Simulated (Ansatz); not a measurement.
# RbPrSn: the cost of one run

Computed with Ansatz 0.2.0 (DFT PBE, scalar-relativistic, plane waves, PAW; 4f electrons in the core of a trivalent norm-conserving potential, unless a step's input says otherwise).

## (1) The starting structure

The structure is tetragonal, space group P4/nmm (No. 129). The conventional cell has a = 5.016 Å, b = 5.016 Å, c = 8.431 Å, α = 90.00°, β = 90.00°, γ = 90.00°. Rb (site symmetry -4m2) has 4 Sn at 2.91 Å as nearest neighbours. Pr (site symmetry 4mm) has 4 Rb at 3.69 Å and 6 Sn at 3.75 to 4.25 Å as nearest neighbours. Sn (site symmetry 4mm) is surrounded by 4 Rb at 2.91 Å.

As a file:

```
Rb Pr Sn
1.0
     5.01568    0.00000    0.00000
     0.00000    5.01568    0.00000
     0.00000    0.00000    8.43054
Rb Pr Sn
2 2 2
Direct
  0.00000 0.00000 0.00000
  0.50000 0.50000 0.00000
  0.50000 0.00000 0.67900
  0.00000 0.50000 0.32100
  0.50000 0.00000 0.17500
  0.00000 0.50000 0.82500
```

Recipe of the guess: species swapped into a database cell of LaSiRu (P4/nmm, No. 129), with Pr on the La sites, Sn on the Si sites and Rb on the Ru sites. Its size is a rough estimate.

## (2) A first look at the guess

input.yaml reads:

```yaml
crystal:
  lattice:
    - [5.01568338, 0.0, 0.0]
    - [0.0, 5.01568338, 0.0]
    - [0.0, 0.0, 8.43054087]
  atoms:
    - { symbol: Rb, position: [0.0, 0.0, 0.0] }
    - { symbol: Rb, position: [0.5, 0.5, 0.0] }
    - { symbol: Pr, position: [0.5, 0.0, 0.67900002] }
    - { symbol: Pr, position: [0.0, 0.5, 0.32099998] }
    - { symbol: Sn, position: [0.5, 0.0, 0.175] }
    - { symbol: Sn, position: [0.0, 0.5, 0.825] }
basis:
  ecutwfc: 660
kpoints:
  mp_grid: { grid: [4, 4, 2] }
hamiltonian:
  xc: pbe
  pseudopotentials:
    kind: paw
    azcp: { Pr: "pseudopotentials/pbe/nc/lanthanide_3plus/Pr.nc.azcp" }
scf:
  occupations: { method: gaussian, width: 0.1 }
  lower_state_search: "off"
output:
  forces: true
  stress: true
  eigenvalues: true
```

The run is started by

```
$ ansatz run input.yaml --threads 1 --pin off --max-ram 2560MiB --backend cpu --events-out ev --progress --plain --runs-dir out
```

**Question.** How long does this run take on 1 thread of AMD EPYC 9R45 (Zen 5), shared host, and how much memory does it need?

About 5 s, with a peak of 0.63 GiB.
